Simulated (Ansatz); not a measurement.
**AgCl: taking an electron away**

Aim: the vertical ionisation energy of AgCl, as cation minus neutral at the neutral's geometry, on several levels, and how well −ε(HOMO) stands in for it.

Computed with Ansatz 0.2.0, Gaussian basis. Level: unrestricted cation, the program's frozen cores in correlated methods.

Plan: UKS PBE-D4/def2-TZVPP; UKS r2SCAN-D4/def2-TZVPP; UKS PBE0-D4/def2-TZVPP; UKS B3LYP-D4/def2-TZVPP; UKS wB97X-V/def2-TZVPP; UKS wB97M-V/def2-TZVPP; UKS B2PLYP/def2-TZVPP; UHF-CCSD(T)/def2-TZVPP; UHF-MP2/def2-QZVPP; extrapolation to the limit; then −ε(HOMO) from the neutral's earlier runs with LDA (SPW92), PBE-D4, revPBE-D4, BLYP-D4, r2SCAN-D4, B97M-V, PBE0-D4, B3LYP-D4, r2SCANh-D4, r2SCAN0-D4, HSE06-D4, BHLYP-D4, CAM-B3LYP-D4, LC-ωPBE, ωB97X-V, ωB97M-V.

### 1 Structure used throughout

All runs share one geometry, relaxed beforehand with PBE0-D4 in a triple-zeta def2 set. Ag takes the def2 core potential; no spin-orbit term is included.

SMILES `[Cl][Ag]`, 2 atoms, charge 0, spin multiplicity 1.

Atoms are counted from 1 here; the program's logs count them from 0.

Bond lengths: Cl1–Ag2 2.286 Å.

### 2 Cation, UKS PBE-D4/def2-TZVPP

in.yaml

```yaml
crystal:
  periodic: [false, false, false]
  atoms:
    - {symbol: Cl, position_ang: [0.987573, -0.377490, 0.490986]}
    - {symbol: Ag, position_ang: [-0.958073, 0.317390, -0.486986]}
basis:
  gaussian: {orbitals: def2-TZVPP}
total_charge: 1
magnetization: {spin_polarized: true, initial_magnetization: 1}
hamiltonian: {xc: pbe, dispersion: d4}
```

Further steps of the session: Cation, UKS r2SCAN-D4/def2-TZVPP; Cation, UKS PBE0-D4/def2-TZVPP; Cation, UKS B3LYP-D4/def2-TZVPP; Cation, UKS wB97X-V/def2-TZVPP; Cation, UKS wB97M-V/def2-TZVPP; Cation, UKS B2PLYP (frozen core)/def2-TZVPP; Cation, UHF-CCSD(T)/def2-TZVPP; Cation, UHF-MP2/def2-QZVPP.

**Question.** What will the summary of the whole plan be? Wanted: ionisation energy, CCSD(T)/CBS; nearest functional by difference; nearest −ε(HOMO); −ε(HOMO) of PBE; T1 of the cation.

**Answer**, as computed:

| quantity | value |
| --- | --- |
| ionisation energy, CCSD(T)/CBS | 10.18 eV |
| nearest functional by difference | B3LYP-D4 (-0.07 eV) |
| nearest −ε(HOMO) | LC-ωPBE (-0.03 eV) |
| −ε(HOMO) of PBE | 6.35 eV |
| T1 of the cation | 0.015 |

What this shows: By cation minus neutral, the functionals miss by 0.21 eV at most. The PBE orbital energy is 3.8 eV too small: a semilocal HOMO is no ionisation energy. Among orbital estimates LC-ωPBE comes nearest. Hartree-Fock falls 1.58 eV short, as the neutral has more correlation energy than the cation. The cation may have settled in a state other than its lowest; no search over hole states beyond the program's own was made. Correlated methods include outer-core shells of Ag, which these sets cover unevenly.
